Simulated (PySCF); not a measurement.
**[Er(H2O)]3+: from a template to the relaxed complex**

Method: PBE, Er lcecp-1-SVP with ECP57, O def2-SVP, H def2-SVP; scalar-relativistic core potentials, no spin–orbit coupling; program: PySCF 2.14.0.

### Step 1. The system as given

4 atoms, charge 3, spin multiplicity 1.

Bond lengths: Er1–O2 2.422 Å, O2–H3 0.970 Å, O2–H4 0.970 Å. Angles: Er1–O2–H3 127.5°, Er1–O2–H4 127.5°, H3–O2–H4 105.1°.

Geometry (Å):

```
Er    0.0000    0.0000    0.0000
O     0.0000    0.0000    2.4225
H     0.7700    0.0000    3.0125
H    -0.7700    0.0000    3.0125
```

Formal oxidation states: Er +3. Each metal's 11 4f electrons lie in its core potential, so multiplicities, spins and levels count the valence alone.

### Step 2. SCF at the start, singlet

run.py (the lines that set the calculation) reads:

```python
mol = gto.M(atom='''
Er     0.00000     0.00000     0.00000
O      0.00000     0.00000     2.42250
H      0.77000     0.00000     3.01250
H     -0.77000     0.00000     3.01250''',
    basis={'Er': 'lcecp-1-SVP', 'O': 'def2-SVP', 'H': 'def2-SVP'},
    ecp={'Er': 'lcecp-1-SVP'},
    charge=3, spin=0)
mf = dft.RKS(mol, xc='PBE')
mf.grids.atom_grid = (50, 194)  # f atoms: unpruned, at least (60, 302)
mf = mf.density_fit()  # fitting sets: Er AutoAux, O def2-universal-JKFIT, H def2-universal-JKFIT
mf.conv_tol = 1e-08; mf.max_cycle = 55
mf.kernel(dm0)  # dm0: free metal ions and neutral atoms
```

Command:

```sh
$ OMP_NUM_THREADS=2 python run.py
```

What time and memory should one allow on 2 threads of Arm Neoverse V1, shared host?

About 2.2 s, with a peak of 0.33 GiB.
